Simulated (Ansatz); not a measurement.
WAu:

```
W Au
1.0
     0.00000    2.74798    2.74798
     2.74798    0.00000    2.74798
     2.74798    2.74798    0.00000
W Au
1 1
Direct
  0.00000 0.00000 0.00000
  0.75000 0.75000 0.75000
```

The cell was built by a generator and needn't be a form met in nature.

| Item | Value |
| --- | --- |
| Program | Ansatz 0.2.0 |
| Task | relaxation of cell and atoms |
| Functional | HF |
| Potentials or basis | Ansatz PAW |
| Cutoff | 420 eV (not typed: the program's choice for these potentials) |
| k mesh | 4 × 4 × 4 |
| Occupations | fermi-dirac, width 0.05 eV |
| Spin | no spin polarisation |

At the start: volume 20.75 Å³/atom.

Q: How do energy, volume and symmetry change on relaxing?

A: It ends after 6 steps and the volume is 25.99 Å³/atom (+25.2 %); space group F-43m (No. 216, to 0.05 Å).

The path:
| step | energy change (eV) | largest force (eV/Å) | volume (Å³) |
| --- | --- | --- | --- |
| 1 | 0.0000 | 0.0000 | 41.50 |
| 2 | -0.8217 | 0.0000 | 47.87 |
| 3 | -0.9116 | 0.0000 | 50.50 |
| 4 | -0.9211 | 0.0000 | 51.74 |
| 5 | -0.9209 | 0.0000 | 51.97 |
| 6 | -0.9542 | 0.0000 | 51.97 |

Final structure:
```
CELL_PARAMETERS angstrom
0.00000 2.96196 2.96196
2.96196 0.00000 2.96196
2.96196 2.96196 0.00000
ATOMIC_POSITIONS crystal
W 0.00000 0.00000 0.00000
Au 0.75000 0.75000 0.75000
```

Caveat: the k mesh is coarse (spacing up to 0.50 Å⁻¹), so the values aren't converged, least of all with exact exchange; the volume moved by over 15 % at a fixed basis, so the end points are rough; the plane-wave basis is chosen anew once the cell has moved, so the energies of steps on either side of that aren't comparable; the pressure holds a Pulay correction of +0.3 GPa for the finite cutoff; the PAW data sets come from PBE, with cores solved anew for the run's functional, which leaves a small shift of forces and pressure.
